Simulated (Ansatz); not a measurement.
# CdSe: a single-point run

The task is a single point on CdSe that gives the gradients at the nuclei.

Program: Ansatz 0.2.0. Level of theory: Kohn-Sham DFT, with the functional, basis and potentials that each input names (as first typed). These are calculated values, not measurements.

## Step 1: The structure to begin with

It takes space group P6_3mc (No. 186, hexagonal). The conventional cell has a = 4.346 Å, b = 4.346 Å, c = 7.090 Å, α = 90.00°, β = 90.00°, γ = 120.00°. Cd (site symmetry 3m) has 4 Se at 2.66 to 2.67 Å as nearest neighbours. Around Se (site symmetry 3m) lie 4 Cd at 2.66 to 2.67 Å.

Coordinates:

```
Cd Se
1.0
     4.34609    0.00000    0.00000
    -2.17304    3.76382    0.00000
     0.00000    0.00000    7.08984
Cd Se
2 2
Direct
  0.66667 0.33333 0.49995
  0.33333 0.66667 0.99995
  0.66667 0.33333 0.87591
  0.33333 0.66667 0.37591
```

## Step 2: Running it

The input, input.yaml:

```yaml
crystal:
  lattice:
    - [4.3460853832, 0.0, 0.0]
    - [-2.1730426916, 3.7638203488, 0.0]
    - [0.0, 0.0, 7.08983988]
  atoms:
    - { symbol: Cd, position: [0.6666666667, 0.3333333333, 0.49995336] }
    - { symbol: Cd, position: [0.3333333333, 0.6666666667, 0.99995336] }
    - { symbol: Se, position: [0.6666666667, 0.3333333333, 0.87590664] }
    - { symbol: Se, position: [0.3333333333, 0.6666666667, 0.37590664] }
kpoints:
  mp_grid: { grid: [7, 7, 4] }
scf:
  occupations: { method: fermi_dirac, width: 0.02 }
  max_iter: 100
hamiltonian:
  xc: pbe
  pseudopotentials: { kind: paw }
  hubbard: { sites: [{ species: Se, l: p, u_eff: 40.0 }] }
output:
  forces: true
  stress: true
  populations: true
  efg: { contact_densities: true }
```

Launch:

```sh
$ ansatz run input.yaml --threads 1 --pin off --max-ram 2560MiB --backend cpu --events-out ev --progress --plain --runs-dir out
```

Q: Will this input give a usable result? If not, why, and what should change?

The program finished normally, with warnings (gradients without spin orbit). Convergence says nothing about whether the input makes sense.

In the input, hamiltonian.hubbard.sites is [{species: Se, l: p, u_eff: 40.0}]. The Hubbard parameter is far from any physical value.

Run again and compare: delete hamiltonian.hubbard.sites.
